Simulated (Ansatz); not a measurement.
# CH4BFO: the cost of one run

All numbers below are computed with Ansatz 0.2.0 (RKS B3LYP-D4/6-31G*).

## 1. The starting structure

Bond lengths: B1–O2 1.410 Å, O2–H3 1.010 Å, B1–C4 1.600 Å, C4–H5 1.110 Å, C4–H6 1.110 Å, C4–H7 1.110 Å, B1–F8 1.320 Å. Angles: B1–O2–H3 109.5°, O2–B1–C4 120.0°, O2–B1–F8 120.0°, C4–B1–F8 120.0°, B1–C4–H5 109.5°, B1–C4–H6 109.5°, B1–C4–H7 109.5°, H5–C4–H6 109.4°, H5–C4–H7 109.4°, H6–C4–H7 109.4°.

Structure file:

```xyz
8

B     0.0000    0.0000    0.0000
O     0.0000    0.0000    1.4100
H    -0.9095   -0.2814    1.7471
C     1.3856    0.0000   -0.8000
H     1.7152   -1.0462   -0.9702
H     1.2491    0.5080   -1.7774
H     2.1552    0.5381   -0.2082
F    -1.1431    0.0000   -0.6600
```

## 2. Preparing the start

The input, input.yaml:

```yaml
crystal:
  periodic: [false, false, false]
  atoms:
    - { symbol: B, position_ang: [0.0, 0.0, 0.0] }
    - { symbol: O, position_ang: [0.0, 0.0, 1.41] }
    - { symbol: H, position_ang: [-0.9095, -0.2814, 1.7471] }
    - { symbol: C, position_ang: [1.3856, 0.0, -0.8] }
    - { symbol: H, position_ang: [1.7152, -1.0462, -0.9702] }
    - { symbol: H, position_ang: [1.2491, 0.508, -1.7774] }
    - { symbol: H, position_ang: [2.1552, 0.5381, -0.2082] }
    - { symbol: F, position_ang: [-1.1431, 0.0, -0.66] }
basis:
  gaussian: { orbitals: "6-31G*" }
hamiltonian:
  xc: b3lyp
  dispersion: d4
relax:
  f_tol: 0.02
  max_steps: 40
```

Started as:

```sh
$ ansatz run input.yaml --threads 1 --pin off --max-ram 2048MiB --backend cpu --events-out ev --progress --plain --runs-dir out
```

**Question.** How long does this run take on 1 thread of Arm Neoverse V1, shared host, and how much memory does it need?

About 27 s, with a peak of 0.15 GiB.
